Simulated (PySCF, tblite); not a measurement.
**C₄H₇F₂OSi radical: geometry, infrared bands and EPR parameters**

Wanted: the infrared bands and EPR parameters of C₄H₇F₂OSi radical (`FC[C]1CO[SiH2][C@H]1F`), by calculation.

Computed with tblite 0.8.0 and PySCF 2.14.0, with density-fitted response routines of our own, on a single molecule in the gas phase. Atoms count from 0, in the outputs and in this text.

## Step 1: The starting structure

15 atoms, charge 0, multiplicity 2; geometry from: force field or distance geometry start.

Bonds of the start (Å): F0–C1 1.36, C1–C2 1.46, C2–C3 1.51, C3–O4 1.44, O4–Si5 1.68, Si5–C6 1.88, C6–F7 1.37, C6–C2 1.50, C1–H8 1.11, C1–H9 1.09, C3–H10 1.11, C3–H11 1.08, Si5–H12 1.48, Si5–H13 1.48, C6–H14 1.10.

## Step 2: Geometry optimisation with GFN2-xTB

Job settings and geometry (Å):

```
{"job": {"kind": "relax", "xc": "GFN2-xTB", "basis": "xTB"}, "charge": 0, "multiplicity": 2}
F      2.821900    -0.260500    -0.421200
C      1.911100     0.064200     0.540800
C      0.561300     0.097200    -0.010000
C      0.143300    -0.835200    -1.116100
O     -1.269800    -0.749400    -1.365900
Si    -2.063700     0.176100    -0.215500
C     -0.552900     0.800000     0.706600
F     -0.583400     0.408900     2.015000
H      1.995900    -0.698900     1.338800
H      2.199300     1.030200     0.965700
H      0.363800    -1.880400    -0.829500
H      0.674400    -0.612200    -2.032900
H     -2.819300     1.273400    -0.865300
H     -2.940200    -0.697600     0.597500
H     -0.446200     1.892200     0.670100
```

Started as:

```bash
$ OMP_NUM_THREADS=1 python probes_run.py task.json out
```

The driver reads the jobs from task.json and runs them one after another.

**Question.** This job is followed by: GFN2-xTB harmonic vibrations, gas phase; UKS B3LYP, pcH-1 on C F H O Si, non-relativistic, mean-field spin-orbit, GIAO. What will the session give for the following? strongest single infrared mode (GFN2-xTB); zero-point energy (GFN2-xTB); g(iso) (B3LYP); ⟨S²⟩; largest a(iso); potential on the surface of density 0.002 e/bohr³, 1st and 99th percentile.

As calculated:

| quantity | value |
| --- | --- |
| strongest single infrared mode (GFN2-xTB) | 2329 cm⁻¹, 314 km/mol |
| zero-point energy (GFN2-xTB) | 62.9 kcal/mol |
| g(iso) (B3LYP) | 2.00250 |
| ⟨S²⟩ | 0.754 (exact 0.75) |
| largest a(iso) | 1H on H14, 143.1 MHz |
| potential on the surface of density 0.002 e/bohr³, 1st and 99th percentile | -1.16 V and 1.60 V |

What this shows: Over 102 steps the energy fell by 0.202 eV; of the close pairs, Si5–C6 changed most, 1.877 to 1.950 Å. All 39 modes are real, so the xTB geometry is a minimum. The strongest single mode, at 2329 cm⁻¹, moves mainly H13. GFN2-xTB is a fitted tight-binding method: band positions and strengths are rough. Its intensities can rank the bands wrongly. C2 carries the largest spin population, 0.91 e. The isotropic g lies 0.2 ppt above the free-electron value. These values are for one conformer; the search (at its own cheap level) found 2 more, at 0.01, 0.13 kcal/mol (those within 0.05 may be mirror or relabelled copies), and measured spectra average over such forms.
